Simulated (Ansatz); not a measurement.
Input of an Ansatz 0.2.0 run:

Contents of input.yaml:

```yaml
crystal:
  lattice:
    - [2.7980748418, -1.6077516851, 0.0]
    - [2.7980748418, 1.6077516851, 0.0]
    - [-1.8803567843, 0.0, 6.0876368741]
  atoms:
    - { symbol: Cu, position: [0.479733, 0.504872, 0.504348], spin: 0.6 }
    - { symbol: Mn, position: [0.298759, 0.275984, 0.860225], spin: 4.0 }
    - { symbol: Mn, position: [0.71329, 0.720091, 0.135962], spin: 4.0 }
    - { symbol: "N", position: [0.39945, 0.390731, 0.182178] }
    - { symbol: "N", position: [0.598164, 0.591015, 0.807446] }
hamiltonian:
  xc: pbe
  pseudopotentials: { kind: paw }
magnetization:
  spin_polarized: true
kpoints:
  mp_grid: { grid: [10, 10, 5] }
scf:
  occupations: { method: fermi_dirac, width: 0.05 }
output:
  forces: true
  stress: true
  eigenvalues: true
```

Potentials or basis: Ansatz PAW.

Run with:

```console
$ ansatz run input.yaml --threads 2 --pin off --max-ram 5120MiB --backend cpu --events-out ev --progress --plain --runs-dir out
```

(1) Estimate the largest force.

(2) Predict the net moment.

(3) What does it give for the pressure?

(4) Predict the site moments.

Answers

(1) 0.948 eV/Å.

(2) 2.90 μB per cell.

(3) -0.6 GPa.

(4) Cu +0.03; Mn +1.14, +1.36; N -0.07, -0.06 μB.

Caveat: the pressure holds a Pulay correction of +0.4 GPa for the finite cutoff; only a ferromagnetic start was run, and an antiferromagnetic order may lie lower in energy.
